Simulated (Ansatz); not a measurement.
**GeH₃NO: how energies converge with the basis set**

How large a basis does GeH₃NO need? Two functionals are run in growing sets.

Method: one geometry, several basis sets; program: Ansatz 0.2.0, Gaussian basis.

Levels to be run: PBE0-D4/def2-SVP; ωB97M-V/def2-SVP; PBE0-D4/def2-QZVPP; ωB97M-V/def2-QZVPP; the functionals' def2-TZVPP values are taken from earlier runs.

### 1 The geometry

An earlier PBE0-D4 in a triple-zeta def2 set relaxation fixed the geometry.

6 atoms, charge 0, spin multiplicity 1.

Atoms are counted from 1 here; the program's logs count them from 0.

Bond lengths: N1–Ge2 1.829 Å, N1–H4 1.008 Å, N1–H5 1.009 Å, Ge2–O3 1.793 Å, O3–H6 0.961 Å. Angles: Ge2–N1–H4 121.0°, Ge2–N1–H5 127.2°, H4–N1–H5 111.7°, N1–Ge2–O3 99.4°, Ge2–O3–H6 116.5°.

### 2 PBE0-D4 in def2-SVP

in.yaml reads:

```yaml
crystal:
  periodic: [false, false, false]
  atoms:
    - {symbol: N, position_ang: [-0.777933, 0.052091, -0.568645]}
    - {symbol: Ge, position_ang: [0.575347, -1.156153, -0.335717]}
    - {symbol: O, position_ang: [1.505341, -0.310125, 0.942580]}
    - {symbol: H, position_ang: [-1.512243, -0.113084, -1.239224]}
    - {symbol: H, position_ang: [-0.905369, 0.927833, -0.083104]}
    - {symbol: H, position_ang: [1.156857, 0.535438, 1.237710]}
basis:
  gaussian: {orbitals: def2-SVP}
hamiltonian: {xc: pbe0, dispersion: d4}
output: {orbitals: {seedname: orbitals}}
```

Command:

```
ansatz run in.yaml --threads 4 --pin off --events-out ev --progress --plain --max-ram 10444MiB
```

After this run come: ωB97M-V in def2-SVP; PBE0-D4 in def2-QZVPP; ωB97M-V in def2-QZVPP.

Q: Predict the results of all the runs planned. Wanted: PBE0-D4: double and triple zeta above quadruple; ωB97M-V: double and triple zeta above quadruple.

**Answer**, as computed:

| quantity | value |
| --- | --- |
| PBE0-D4: double and triple zeta above quadruple | 13.17, 1.46 eV |
| ωB97M-V: double and triple zeta above quadruple | 13.24, 1.41 eV |

For PBE0-D4 the step from double to triple zeta gains 11.71 eV and the next only 1.46 eV. Total energies overstate the basis error of differences, where much of it tends to cancel. The LUMO of ωB97M-V is positive and keeps falling with the basis (1.18 to 0.68 eV): an unbound level that the basis holds in place.
